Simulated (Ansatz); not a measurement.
**C₈H₆N₂: up Jacob's ladder to CCSD(T)**

One table from this session's results is given with a row withheld; the runs are named, their logs left out.

Method: functionals in def2-TZVPP, the program's frozen cores in correlated methods; program: Ansatz 0.2.0, Gaussian basis.

Plan: LDA (SPW92), PBE-D4, revPBE-D4, BLYP-D4, r2SCAN-D4, B97M-V, PBE0-D4, B3LYP-D4, r2SCANh-D4, r2SCAN0-D4, HSE06-D4, BHLYP-D4, CAM-B3LYP-D4, LC-ωPBE, ωB97X-V, ωB97M-V, B2PLYP, PBE-QIDH; CCSD(T)/def2-SVP; CCSD(T)/def2-TZVPP; MP2/def2-QZVPP; extrapolation to the limit; RPA on PBE.

1 further run of the same task is left out (it didn't finish). Runs told in other sessions of the task aren't counted.

## The geometry

The geometry comes from an earlier relaxation with PBE0-D4 in a triple-zeta def2 set; it is a stationary point, not always the lowest conformer.

SMILES `c1ccc2nccnc2c1`, 16 atoms, charge 0, spin multiplicity 1.

Atoms are counted from 1 here; the program's logs count them from 0.

Bond lengths: C1–C2 1.410 Å, C1–C10 1.367 Å, C1–H11 1.084 Å, C2–C3 1.367 Å, C2–H12 1.084 Å, C3–C4 1.409 Å, C3–H13 1.083 Å, C4–N5 1.354 Å, C4–C9 1.420 Å, N5–C6 1.304 Å, C6–C7 1.414 Å, C6–H14 1.087 Å, C7–N8 1.304 Å, C7–H15 1.087 Å, N8–C9 1.354 Å, C9–C10 1.409 Å, C10–H16 1.083 Å. Angles: C2–C1–C10 120.7°, C2–C1–H11 119.4°, C10–C1–H11 120.0°, C1–C2–C3 120.7°, C1–C2–H12 119.4°, C3–C2–H12 120.0°, C2–C3–C4 119.9°, C2–C3–H13 122.1°, C4–C3–H13 118.0°, C3–C4–N5 119.5°, C3–C4–C9 119.4°, N5–C4–C9 121.0°, C4–N5–C6 116.4°, N5–C6–C7 122.5°, N5–C6–H14 117.5°, C7–C6–H14 119.9°, C6–C7–N8 122.5°, C6–C7–H15 119.9° and more.

The first run:

File in.yaml:

```yaml
crystal:
  periodic: [false, false, false]
  atoms:
    - {symbol: C, position_ang: [0.528594, -1.899249, 1.220870]}
    - {symbol: C, position_ang: [1.724604, -1.400437, 0.664531]}
    - {symbol: C, position_ang: [1.715979, -0.275603, -0.112328]}
    - {symbol: C, position_ang: [0.502782, 0.396529, -0.363225]}
    - {symbol: N, position_ang: [0.503452, 1.510039, -1.133674]}
    - {symbol: C, position_ang: [-0.652384, 2.083255, -1.326376]}
    - {symbol: C, position_ang: [-1.851297, 1.583273, -0.768614]}
    - {symbol: N, position_ang: [-1.885332, 0.513711, -0.022594]}
    - {symbol: C, position_ang: [-0.701410, -0.105639, 0.197019]}
    - {symbol: C, position_ang: [-0.662296, -1.267468, 0.994001]}
    - {symbol: H, position_ang: [0.559042, -2.792713, 1.833740]}
    - {symbol: H, position_ang: [2.657384, -1.917588, 0.857643]}
    - {symbol: H, position_ang: [2.620439, 0.128125, -0.551401]}
    - {symbol: H, position_ang: [-0.672608, 2.978743, -1.942551]}
    - {symbol: H, position_ang: [-2.791977, 2.094921, -0.956543]}
    - {symbol: H, position_ang: [-1.594941, -1.629918, 1.409492]}
basis:
  gaussian: {orbitals: def2-TZVPP}
hamiltonian: {xc: lda}
output: {orbitals: {seedname: orbitals}}
```

Started as:

```bash
> ansatz run in.yaml --threads 2 --pin off --events-out ev --progress --plain --max-ram 22528MiB --backend cuda --devices 0, --max-vram 18GiB
```

Steps of the session up to this table: LDA; PBE-D4 (GGA); revPBE-D4 (GGA); BLYP-D4 (GGA); r2SCAN-D4 (meta-GGA); B97M-V (meta-GGA); PBE0-D4 (hybrid); B3LYP-D4 (hybrid); r2SCANh-D4 (hybrid); r2SCAN0-D4 (hybrid); HSE06-D4 (hybrid); BHLYP-D4 (hybrid); CAM-B3LYP-D4 (range-separated); LC-ωPBE (range-separated); ωB97X-V (range-separated); ωB97M-V (range-separated); B2PLYP (double hybrid); PBE-QIDH (double hybrid).

One of the session's tables, all rows but one given; the rest of the session is left out.

It belongs to the step «Frontier levels by functional». 

| functional | HOMO (eV) | LUMO (eV) | gap (eV) |
| --- | --- | --- | --- |
| LDA (SPW92) | -5.85 | -3.19 | 2.67 |
| PBE-D4 | -5.71 | -2.93 | 2.78 |
| revPBE-D4 | -5.65 | -2.84 | 2.81 |
| BLYP-D4 | -5.62 | -2.75 | 2.87 |
| r2SCAN-D4 | -6.00 | -2.84 | 3.16 |
| B97M-V | -6.19 | -2.73 | 3.45 |
| PBE0-D4 | -7.22 | -2.09 | 5.13 |
| B3LYP-D4 | ? | ? | ? |
| r2SCANh-D4 | -6.57 | -2.53 | 4.04 |
| r2SCAN0-D4 | -7.33 | -2.05 | 5.28 |
| HSE06-D4 | -6.83 | -2.46 | 4.37 |
| BHLYP-D4 | -7.93 | -1.08 | 6.85 |
| CAM-B3LYP-D4 | -8.37 | -1.04 | 7.33 |
| LC-ωPBE | -9.63 | -0.10 | 9.52 |
| ωB97X-V | -9.27 | -0.08 | 9.20 |
| ωB97M-V | -9.20 | -0.11 | 9.10 |

Estimate the missing values for B3LYP-D4.

Worked estimate for «HOMO (eV)». Against the share of exact exchange, BLYP-D4 (0, -5.62), BHLYP-D4 (0.5, -7.93) give a slope of -4.62 per unit share; at 0.2 the line stands at -6.54.

The run gave: HOMO (eV): -7.01; LUMO (eV): -2.25; gap (eV): 4.75. In «HOMO (eV)» the line misses by +0.47.
